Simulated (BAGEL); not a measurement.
# CH6B2O (SMILES BB(C)O) at HF/6-31G(d) (density fitting with qzvpp-jkfit, spherical functions)

Aim: the vertical ionisation energy of CH6B2O at HF/6-31G* (density fitting with qzvpp-jkfit, spherical functions), from 2 runs. 

Program for the calculation: BAGEL 1.2.2.

**1. The system as given**

CH6B2O: 10 atoms, total charge 0, spin state singlet. As SMILES, `BB(C)O`. Geometry: relaxed at PBE0-D4/def2-TZVP. This is one conformer, not always the lowest.

Bond lengths: B1–B2 1.681 Å, B2–C3 1.575 Å, B2–O4 1.367 Å, B1–H5 1.201 Å, B1–H6 1.200 Å, C3–H7 1.093 Å, C3–H8 1.094 Å, C3–H9 1.097 Å, O4–H10 0.959 Å. Some angles: B1–B2–C3 118.7°, B1–B2–O4 125.5°, C3–B2–O4 115.8°, B2–B1–H5 121.9°, B2–B1–H6 122.5°, B2–C3–H7 113.8°, B2–C3–H8 111.5°, B2–C3–H9 108.5°, B2–O4–H10 114.4°, H5–B1–H6 115.4°.

**2. A single-point energy at HF/6-31G(d) (density fitting with qzvpp-jkfit, spherical functions)**

calc.json reads:

```json
{ "bagel": [

{
  "title": "molecule",
  "basis": "6-31gs.json",
  "df_basis": "qzvpp-jkfit",
  "angstrom": true,
  "geometry": [
    { "atom": "B", "xyz": [      -1.157400,       0.826800,      -0.622100 ] },
    { "atom": "B", "xyz": [       0.289400,       0.045900,      -0.271000 ] },
    { "atom": "C", "xyz": [       0.377300,      -0.834700,       1.032200 ] },
    { "atom": "O", "xyz": [       1.432600,       0.117800,      -1.017900 ] },
    { "atom": "H", "xyz": [      -2.010400,       0.312100,      -1.292200 ] },
    { "atom": "H", "xyz": [      -1.440400,       1.898900,      -0.162200 ] },
    { "atom": "H", "xyz": [      -0.546500,      -1.371000,       1.265900 ] },
    { "atom": "H", "xyz": [       1.200400,      -1.552500,       0.975700 ] },
    { "atom": "H", "xyz": [       0.572700,      -0.174500,       1.886700 ] },
    { "atom": "H", "xyz": [       1.365300,       0.679800,      -1.792300 ] }
  ]
},

{ "title": "hf" },

{ "title": "print", "file": "orbitals.molden", "orbitals": true }

]}
```

The basis set 6-31G* is read from a file made from the Basis Set Exchange's data (not shown).

The run is started by

```bash
BAGEL_NUM_THREADS=1 BAGEL calc.json > calc.out
```

The program printed:

```text
* using 1 threads per process

  ===============================================================
  ===============================================================

  *** Geometry ***

  { "atom" : "B", "xyz" : [     -2.187169,      1.562426,     -1.175599 ] },
  { "atom" : "B", "xyz" : [      0.546887,      0.086738,     -0.512116 ] },
  { "atom" : "C", "xyz" : [      0.712994,     -1.577354,      1.950575 ] },
  { "atom" : "O", "xyz" : [      2.707222,      0.222610,     -1.923552 ] },
  { "atom" : "H", "xyz" : [     -3.799105,      0.589784,     -2.441904 ] },
  { "atom" : "H", "xyz" : [     -2.721962,      3.588401,     -0.306514 ] },
  { "atom" : "H", "xyz" : [     -1.032735,     -2.590815,      2.392204 ] },
  { "atom" : "H", "xyz" : [      2.268427,     -2.933800,      1.843806 ] },
  { "atom" : "H", "xyz" : [      1.082246,     -0.329757,      3.565346 ] },
  { "atom" : "H", "xyz" : [      2.580043,      1.284636,     -3.386956 ] },

  Number of auxiliary basis functions:      410

  Since a DF basis is specified, we compute 2- and 3-index integrals:
    o Being stored without compression. Storage requirement is 0.015 GB

  Number of basis functions:       68
  Number of electrons      :       30

    * METHOD: MOLECULE                             0.15

  *** RHF ***

  === Nuclear Repulsion ===
    97.1425843936

      * DIIS with orbital gradients will be used.

  === RHF iteration (6-31gs.json) ===
      0       -165.41278636          0.02291739           0.03
      1       -165.55041136          0.01322567           0.03
      2       -165.60167777          0.00225403           0.03
      3       -165.60373822          0.00059499           0.03
      4       -165.60387338          0.00010063           0.03
      5       -165.60388007          0.00003146           0.03
      6       -165.60388083          0.00001498           0.03
      7       -165.60388105          0.00000621           0.03
      8       -165.60388109          0.00000146           0.03
      9       -165.60388109          0.00000040           0.03
     10       -165.60388109          0.00000018           0.03
     11       -165.60388109          0.00000005           0.03
     12       -165.60388109          0.00000002           0.03
     13       -165.60388109          0.00000001           0.03
    * SCF iteration converged.

    * Permanent dipole moment:
           (    0.158912,    -0.329244,     0.345025) a.u.

    * METHOD: HF                                   0.55

    * METHOD: PRINT                                0.01

  ===============================================================
```

Run time: 0.86 s. Hardware: 1 thread of Arm Neoverse V2, shared host; peak memory 0.083 GiB.

**3. The doublet cation**

Edit calc.json of step 2 so:

```diff
@@ -21,5 +21,13 @@
 
-{ "title": "hf" },
+{
+  "title": "uhf",
+  "charge": 1,
+  "nopen": 1
+},
 
-{ "title": "print", "file": "orbitals.molden", "orbitals": true }
+{
+  "title": "print",
+  "file": "orbitals.molden",
+  "orbitals": true
+}
```

The basis set 6-31G* is read from a file made from the Basis Set Exchange's data (not shown).

The run is started by

```bash
BAGEL_NUM_THREADS=1 BAGEL calc.json > calc.out
```

The program printed:

```text
* using 1 threads per process

  ===============================================================
  ===============================================================

  *** Geometry ***

  { "atom" : "B", "xyz" : [     -2.187169,      1.562426,     -1.175599 ] },
  { "atom" : "B", "xyz" : [      0.546887,      0.086738,     -0.512116 ] },
  { "atom" : "C", "xyz" : [      0.712994,     -1.577354,      1.950575 ] },
  { "atom" : "O", "xyz" : [      2.707222,      0.222610,     -1.923552 ] },
  { "atom" : "H", "xyz" : [     -3.799105,      0.589784,     -2.441904 ] },
  { "atom" : "H", "xyz" : [     -2.721962,      3.588401,     -0.306514 ] },
  { "atom" : "H", "xyz" : [     -1.032735,     -2.590815,      2.392204 ] },
  { "atom" : "H", "xyz" : [      2.268427,     -2.933800,      1.843806 ] },
  { "atom" : "H", "xyz" : [      1.082246,     -0.329757,      3.565346 ] },
  { "atom" : "H", "xyz" : [      2.580043,      1.284636,     -3.386956 ] },

  Number of auxiliary basis functions:      410

  Since a DF basis is specified, we compute 2- and 3-index integrals:
    o Being stored without compression. Storage requirement is 0.015 GB

  Number of basis functions:       68
  Number of electrons      :       30

    * METHOD: MOLECULE                             0.14

  *** Open-shell HF ***

  === Nuclear Repulsion ===
    97.1425843936

      * DIIS with orbital gradients will be used.

  === UHF iteration (6-31gs.json) ===
      0       -165.06568752          0.04399325           0.06
      1       -165.17880921          0.03174403           0.06
      2       -165.21668004          0.02222750           0.06
      3       -165.25233694          0.00166592           0.06
      4       -165.25304453          0.00066459           0.06
      5       -165.25316270          0.00028194           0.06
      6       -165.25320656          0.00010809           0.06
      7       -165.25321649          0.00006018           0.06
      8       -165.25322017          0.00004358           0.06
      9       -165.25322275          0.00002496           0.06
     10       -165.25322344          0.00001426           0.06
     11       -165.25322365          0.00000864           0.07
     12       -165.25322373          0.00000415           0.07
     13       -165.25322375          0.00000190           0.06
     14       -165.25322375          0.00000096           0.06
     15       -165.25322375          0.00000057           0.06
     16       -165.25322375          0.00000034           0.06
     17       -165.25322375          0.00000022           0.07
     18       -165.25322376          0.00000017           0.06
     19       -165.25322376          0.00000013           0.06
     20       -165.25322376          0.00000009           0.06
     21       -165.25322376          0.00000006           0.06
     22       -165.25322376          0.00000003           0.07
     23       -165.25322376          0.00000002           0.06
     24       -165.25322376          0.00000001           0.07
     25       -165.25322376          0.00000001           0.06
    * SCF iteration converged.

    * S^2 (UHF) is 0.7693

    * Permanent dipole moment:
           (    1.012449,    -0.617003,     0.291416) a.u.

    * METHOD: UHF                                  1.75

    * METHOD: PRINT                                0.01

  ===============================================================
```

Wall time 2 s (1 thread of Arm Neoverse V2, shared host); peak memory 0.083 GiB.

**4. Summary of results**

At HF/6-31G* (density fitting with qzvpp-jkfit, spherical functions):

```
                                          quantity          value
                      singlet CH6B2O: total energy  -165.60388 Eh
                     singlet CH6B2O: dipole moment         1.28 D
                       singlet CH6B2O: HOMO energy      -10.87 eV
                       singlet CH6B2O: LUMO energy        2.35 eV
                     singlet CH6B2O: HOMO–LUMO gap       13.22 eV
                      doublet cation: total energy  -165.25322 Eh
                              doublet cation: ⟨S²⟩          0.769
vertical ionisation energy (to the doublet cation)       9.542 eV
```

**Reading.** The vertical ionisation energy comes to 9.54 eV (220 kcal/mol). The negative HOMO energy of the first species, 10.87 eV, lies 1.33 eV above that difference.
